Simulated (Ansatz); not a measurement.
# AlNi: the cost of one run

All numbers are computed with Ansatz 0.2.0, driven from Python. The levels of theory stand in the script.

### Step 1. Starting point

It takes space group Cmmm (No. 65, orthorhombic). The conventional cell has a = 3.877 Å, b = 3.906 Å, c = 3.099 Å, α = 90.00°, β = 90.00°, γ = 90.00°. Al (site symmetry mmm) is surrounded by 8 Ni at 2.48 to 2.49 Å and 4 Al at 2.75 Å. Around Ni (site symmetry mmm) lie 8 Al at 2.48 to 2.49 Å and 4 Ni at 2.75 Å.

The script holds or builds the structure itself.

### Step 2. Script

The input, alni.py:

```python
'''Checking the PAW result for AlNi with LAPW.'''

import logging
import sys

import ansatz as az
import numpy as np
from tabulate import tabulate

logging.basicConfig(stream=sys.stdout, format='%(name)s: %(message)s')
log = logging.getLogger('alni')
log.setLevel(logging.INFO)

XC = 'pbesol'
KMESH = (10, 10, 9)
FILLING = 'fermi_dirac'
SMEARING_WIDTH = 0.1


def count_gap(report):
    # lowest empty less highest filled band, counting bands; zero where they overlap
    return max(report.get('gap_by_band_count_ev') or 0.0, 0.0)


def main() -> None:
    vectors = np.array([
        [1.938694, -1.95319, 0.0],
        [1.938694, 1.95319, 0.0],
        [0.0, 0.0, 3.09943],
    ])
    xtal = (
        az.Lattice.of(vectors)
        .atom('Al', (0.0, 0.0, 0.0))
        .atom('Ni', (0.5, 0.5, 0.5))
        .moments(Ni=1.5)
    )

    base = (
        xtal.calculation()
        .functional(XC)
        .kpoints(*KMESH)
        .occupations(FILLING, width=SMEARING_WIDTH)
        .spin(az.SpinTreatment.COLLINEAR)
        .stress()
        .forces()
        .band_table()
    )
    variants = {
        'PAW': base.pseudopotentials('paw'),
        'LAPW': base.pseudopotentials('all_electron', lapw=True),
    }
    # totals differ by the cores that each treatment holds, so compare what does not depend on them
    rows = []
    for label, variant in variants.items():
        data = variant.run(threads=1, pin='off').report
        levels = np.array(data['eigenvalues_ev'][0]) - data['fermi_energy_ev']
        print(label, 'levels at the first k-point near E_F:', np.round(levels[np.abs(levels) < 5], 3))
        rows.append((label, data['n_electrons'], np.trace(data['stress_gpa']) / 3, count_gap(data), data['magnetization_mub']))
    print(tabulate(rows, headers=['treatment', 'electrons in bands', 'P GPa', 'gap by band count eV', 'moment muB'], floatfmt='.4f', tablefmt='simple'))


if __name__ == '__main__':
    main()
```

### Step 3. The run

Command:

```
> python alni.py
```

What time and memory should one allow on 1 thread of Arm Neoverse V2, shared host?

About 68 s, with a peak of 0.91 GiB.
